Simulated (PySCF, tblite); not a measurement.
**C4H12AlN: geometry, infrared bands and NMR shifts**

Aim: predict the infrared bands and NMR shifts of C4H12AlN (`C=C[CH2][Al@@H-]([CH3])[NH3+]`).

Programs: tblite 0.8.0 and PySCF 2.14.0, with density-fitted response routines of our own. Each step states its level of theory. These are calculated values for one molecule in the gas phase, unless marked as measured. Atoms count from 0, in the outputs and in this text.

**1. Starting geometry**

18 atoms, charge 0, multiplicity 1; geometry from: force field or distance geometry start.

Bonds of the start (Å): C0–C1 1.33, C1–C2 1.49, C2–Al3 2.01, Al3–C4 1.97, Al3–N5 1.92, C0–H6 1.08, C0–H7 1.09, C1–H8 1.10, C2–H9 1.11, C2–H10 1.10, Al3–H11 1.60, C4–H12 1.10, C4–H13 1.11, C4–H14 1.11, N5–H15 1.03, N5–H16 1.04, N5–H17 1.05.

**2. Relaxing the molecule with GFN2-xTB**

The job: settings as JSON, then the geometry in Å.

```
{"job": {"kind": "relax", "xc": "GFN2-xTB", "basis": "xTB"}, "charge": 0, "multiplicity": 1}
C      1.996900    -0.060000    -1.208200
C      1.905500    -0.123900     0.115200
C      1.014500     0.769100     0.916500
Al    -0.918100     0.261400     0.696800
C     -1.622900     0.984500    -0.998500
N     -1.071500    -1.651100     0.686800
H      2.664100    -0.709500    -1.751300
H      1.390600     0.656800    -1.760800
H      2.548000    -0.837400     0.656300
H      1.142400     1.828000     0.605000
H      1.251900     0.687400     1.989800
H     -1.765400     0.840600     1.926400
H     -1.383700     0.289100    -1.822600
H     -1.150700     1.971800    -1.207900
H     -2.725400     1.112900    -0.929600
H     -0.663400    -2.029600    -0.182300
H     -2.070200    -1.924900     0.754100
H     -0.551300    -2.059000     1.502700
```

On the command line:

```bash
OMP_NUM_THREADS=1 python probes_run.py task.json out
```

This one command runs all jobs of the session in turn.

**Question.** This job is followed by: GFN2-xTB harmonic vibrations, gas phase; GIAO PBE0/pcSseg-1 NMR shielding, non-relativistic, gas phase. What will the session give for the following? strongest single infrared mode (GFN2-xTB); zero-point energy (GFN2-xTB); 13C shifts against TMS (PBE0/pcSseg-1); 1H shifts against TMS (PBE0/pcSseg-1, means over atoms taken as alike); 27Al shifts against AlH4- (PBE0/pcSseg-1); 15N shifts against NH3 (PBE0/pcSseg-1).

The runs gave:

| quantity | value |
| --- | --- |
| strongest single infrared mode (GFN2-xTB) | 704 cm⁻¹, 617 km/mol |
| zero-point energy (GFN2-xTB) | 89.9 kcal/mol |
| 13C shifts against TMS (PBE0/pcSseg-1) | 162.3, 105.3, 27.1, -14.1 ppm |
| 1H shifts against TMS (PBE0/pcSseg-1, means over atoms taken as alike) | 6.85, 4.79, 4.54, 3.79, 2.56, 1.74, 1.43, -0.53 ppm |
| 27Al shifts against AlH4- (PBE0/pcSseg-1) | 71.4 ppm |
| 15N shifts against NH3 (PBE0/pcSseg-1) | 27.9 ppm |

Relaxing lowered the energy by 0.593 eV in 266 steps; the close pair that moved most is Al3–N5, from 1.919 to 2.068 Å. No mode is imaginary among the 48: a minimum at this level. The strongest single mode, at 704 cm⁻¹, is carried by Al3, H11, C4. GFN2-xTB is a fitted tight-binding method: band positions and strengths are rough. Its intensities can rank the bands wrongly. C1 (alkene CH) lies farthest downfield among carbon, at 162.3 ppm; as expected for a trigonal carbon in a double bond. H8 (hydrogen on an alkene CH) lies farthest downfield among hydrogen, at 6.85 ppm; attached to an sp2 carbon and in the plane of the double bond. At PBE0/pcSseg-1: The widest tensor belongs to C1: span 267 ppm, with a paramagnetic part of -233 ppm.
